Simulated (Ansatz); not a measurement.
CoO, space group I4/mmm: a convergence test of the plane-wave cutoff, run with Ansatz 0.2.0 through its Python package.

The script, `ecut_coo.py`:
```python
import ansatz as az
from tabulate import tabulate


def main() -> None:
    coo = (
        az.Lattice.from_parameters(3.016, 3.016, 4.214495, alpha=90, beta=90, gamma=90)
        .space_group(139, hermann_mauguin="I4/mmm")
        .atom("Co", [0.0, 0.0, 0.0])
        .atom("O", [0.0, 0.0, 0.5])
        .primitive()
        .moments(Co=3.2)
    )

    base = (
        coo.calculation()
        .functional(az.Functional.PBE)
        .kpoints(11)
        .occupations(az.OccupationsMethod.FERMI_DIRAC)
        .scf(tolerance=1e-07)
        .hubbard("Co", "d", u_eff=4.5)
        .spin("collinear")
        .forces()
        .stress()
    )

    rows = []
    for value in [250, 325, 400, 475, 550]:
        r = base.basis(value).run().report
        rows.append((value, r["free_energy_ev"] / len(r["lattice"]["sites"]), r["n_iterations"], sum(r["stress_gpa"][i][i] for i in range(3)) / 3, max(abs(f) for row in r["forces_ev_ang"] for f in row), r["magnetization_mub"], r["n_pw"]))

    print(tabulate(rows, headers=["cutoff (eV)", "F/atom (eV)", "iterations", "P (GPa)", "max component (eV/A)", "moment (muB)", "plane waves"], floatfmt=".4f", tablefmt="plain"))

    for row in rows[:-1]:
        shift = 1000 * (row[1] - rows[-1][1])
        print(f"{row[0]}: {shift:+.2f} meV/atom" + ("  (within 5 meV)" if abs(shift) < 5 else ""))


if __name__ == "__main__":
    main()
```

How fast does the energy converge with the cutoff (threshold 5 meV an atom)?

From 475 eV on it stays within 5 meV an atom of the value at 550 eV; the first row (250 eV) is off by 2883.3 meV and the last but one by 1.47 meV. The energy falls steadily, as expected when plane waves are added. The pressure moves from 1.34 to 12.00 GPa (the program's stress holds a Pulay correction, so it settles early). The last run costs about 2.5 times the first.

What the script printed:

```console
$ python ecut_coo.py
DeckWarning: basis.ecutwfc = 250 eV is below the records' recommended 420 eV, and the density's cutoff is lower with it unless basis.ecutrho_ratio is high enough to keep the records' density cutoff: compare with a run at a higher cutoff
DeckWarning: where an SCF of this run starts from atoms to list the orders of its open shells, Co (site 0, from 0) starts with 3.00 μB on its 3d shell, in the place of the 3.20 μB that the deck gives it: its open shells can hold no more by Hund's first rule. To start from spheres of the given moment, type scf.initial_density.shell_occupations: []
DeckWarning: output.stress: scf.convergence.dr2_threshold = 1e-7 eV (the SCF's general default) is looser than the 2e-10 eV advised for a printed stress (1e-10 eV for each atom of the cell: 2). What an SCF threshold leaves in a stress goes as its square root, and in the free energy as the threshold itself, and one threshold admits the most on a small cell: of the crystals measured, under no hybrid functional and no lock of the moments, on runs that ended without the residual-converged pass, on [...]
RunWarning: this result is not held to the crystal's symmetry: a search behind the close, the SCF from the whole filling of its shells under DFT+U, one down a way that the close's least curvature shows or from a spin flipped beside it, or a hybrid's further exchange loop reached it with operations of the symmetry given up, or time reversal alone, or, in an antiferromagnet whose two spin channels the run had solved as images of one another, that relation alone, in this run, in the run whose [...]
DeckWarning: basis.ecutwfc = 325 eV is below the records' recommended 420 eV, and the density's cutoff is lower with it unless basis.ecutrho_ratio is high enough to keep the records' density cutoff: compare with a run at a higher cutoff
DeckWarning: basis.ecutwfc = 400 eV is below the records' recommended 420 eV, and the density's cutoff is lower with it unless basis.ecutrho_ratio is high enough to keep the records' density cutoff: compare with a run at a higher cutoff
  cutoff (eV)    F/atom (eV)    iterations    P (GPa)    max component (eV/A)    moment (muB)    plane waves
          250     -2842.7257             2     1.3445                  0.0000          3.0000            169
          325     -2845.4153             2    12.9236                  0.0000          3.0000            259
          400     -2845.5984             2    12.0271                  0.0000          3.0000            331
          475     -2845.6075             2    12.0185                  0.0000          3.0000            459
          550     -2845.6089             2    12.0014                  0.0000          3.0000            537
250: +2883.29 meV/atom
325: +193.66 meV/atom
400: +10.58 meV/atom
475: +1.47 meV/atom  (within 5 meV)
```
(Warnings from the package without file and line, shortened.)

Reading the output:
- Other magnetic orders than the one started from may lie lower.
- Forces vanish by symmetry here and test nothing.
- With one magnetic atom the cell can hold only ferromagnetic order.
- Pressure is positive in compression.
- The structure is a deposited one; some such entries were measured under pressure or heat, so a shift against it needn't be the functional's error alone.
- Shifts are counted from the last row, which is itself no proven limit.
- Finished in 15 min on 1 thread of Arm Neoverse V2 (shared host), peak memory 2 GiB.

(Lines on the test bed's own set-up are left out of the output.)
